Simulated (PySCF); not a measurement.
# VH: from the state search to spectroscopic constants

One job finds the state of VH, follows it along the bond with each method and fits the curves.

Computed with PySCF 2.14.0. Level: V x2c-TZVPPall, H x2c-TZVPPall, spin-free X2C with a Gaussian nucleus.

## (1) Input

The job is set up so:

| Quantity | Value |
| --- | --- |
| atoms | V, H |
| charge | 0 |
| basis | V x2c-TZVPPall, H x2c-TZVPPall |
| Hamiltonian | spin-free X2C with a Gaussian nucleus |
| basis functions | 78 |
| electrons treated | 24 |
| masses in u | 50.9440, 1.0078 |
| levels | PBE0, PBE, r²SCAN, PW91, B97-3, revPBE, M06-2X, ωB97X, HF, MP2, SCS-MP2, CCSD, CCSD(T) |
| grid | 80 radial by 434 angular points |
| occupations | held fixed by the projection of orbital angular momentum |
| dissociation limit | V + H, each in its ground configuration |
| starting distance in angstrom | 1.550 |
| values of 2S to try | 0, 2, 4, 6 |

Started as:

```bash
$ OMP_NUM_THREADS=1 python dia.py task.json out
```

After this run come: PBE0 along the bond; Excited determinants; PBE (GGA); r²SCAN; PW91 (GGA); B97-3; revPBE (GGA); M06-2X (hybrid meta-GGA); ωB97X (range-separated hybrid); UHF; MP2 and coupled cluster.

Q: Predict the outcome of this session. Wanted: for each run, Re; ωe; De; μ.

**Answer**, as computed:

Lowest PBE0 solution found, without spin–orbit coupling: ⁵Δ (quintet), unpaired electrons σ ↑, π ↑↑, δ ↑. State 2 has its PBE0 minimum 0.18 eV higher. State 3 has its PBE0 minimum 0.68 eV higher. State 4 has its PBE0 minimum 0.84 eV higher, as a spin-mixed determinant (⟨S²⟩ = 3.01), so this is no gap between pure states. The other levels ran on the lowest alone.

```tsv
level	Re (Å)	ωe (cm⁻¹)	De (eV)	μ (D)
UHF	1.790	1544	1.82	-2.04
UHF-MP2	1.663	1657	2.19	n/a
UHF-SCS-MP2	1.699	1617	2.06	n/a
UHF-CCSD	1.688	1667	2.40	n/a
UHF-CCSD(T)	1.681	1669	2.40	n/a
PBE	1.675	1638	3.30	-2.38
revPBE	1.682	1621	3.28	-2.39
PW91	1.672	1646	3.36	-2.37
r²SCAN	1.680	1656	3.32	-2.38
PBE0	1.680	1660	2.94	-2.66
B97-3	1.696	1623	2.61	-2.45
M06-2X	1.698	1585	2.32	-2.41
ωB97X	1.694	1652	2.47	-2.87
```

De is counted to V + H in their ground configurations. A positive dipole means V(−)H(+).

What this shows: The methods spread over 0.128 Å in bond length, from UHF-MP2 to UHF. Of the levels with a De here, UHF gives the least (1.82 eV) and PW91 the most (3.36 eV).

Correlated steps freeze 5 core orbitals. The state is the lowest single determinant that the PBE0 search found; with open d or f shells the true ground state can be another one. T1 is 0.074 near the minimum (highest on the curve 0.079), which may point to more than one leading configuration.
